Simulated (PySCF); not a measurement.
# C4H7NSi: the cost of one run

The runs use PySCF 2.14.0, with density-fitted response routines of our own; the level of theory stands in each step. All values are computed, except where a source is named. Atoms count from 0, in the outputs and in this text.

## 1. The starting structure

13 atoms, charge 0, multiplicity 1; geometry from: GFN2-xTB. The atoms were then displaced at random by about 0.01 Å, so the start is not that level's minimum.

Bonds of the start (Å): N0–C1 1.13, C1–C2 1.42, C2–Si3 1.95, C2–C4 1.50, C4–C5 1.49, C5–C2 1.50, Si3–H6 1.45, Si3–H7 1.45, Si3–H8 1.45, C4–H9 1.08, C4–H10 1.06, C5–H11 1.09, C5–H12 1.09.

## 2. Geometry optimisation at PBE0-D3(BJ)/def2-SVP

Job settings and geometry (Å):

```
{"job": {"xc": "PBE0", "basis": "def2-SVP", "d3": "d3bj", "grid": 1, "shake": 0.01, "kind": "geom"}, "charge": 0, "multiplicity": 1}
N     -0.132030     2.243350     1.796280
C     -0.124710     1.362520     1.082930
C     -0.063710     0.256630     0.199870
Si     1.741450    -0.135330    -0.412750
C     -1.236960     0.037600    -0.711770
C     -1.033730    -0.856930     0.457570
H      2.223110     1.021100    -1.139350
H      2.556740    -0.451750     0.742770
H      1.574410    -1.290600    -1.276280
H     -2.041570     0.761930    -0.646720
H     -1.048520    -0.335910    -1.685570
H     -0.687370    -1.870760     0.283840
H     -1.721300    -0.758740     1.298860
```

Command:

```
> OMP_NUM_THREADS=1 python probes_run.py task.json out
```

This one command runs all jobs of the session in turn.

**Question.** How long does this first job take on 1 thread of Arm Neoverse N1, shared host, and how much memory does it need?

About 40 s, with a peak of 0.49 GiB.
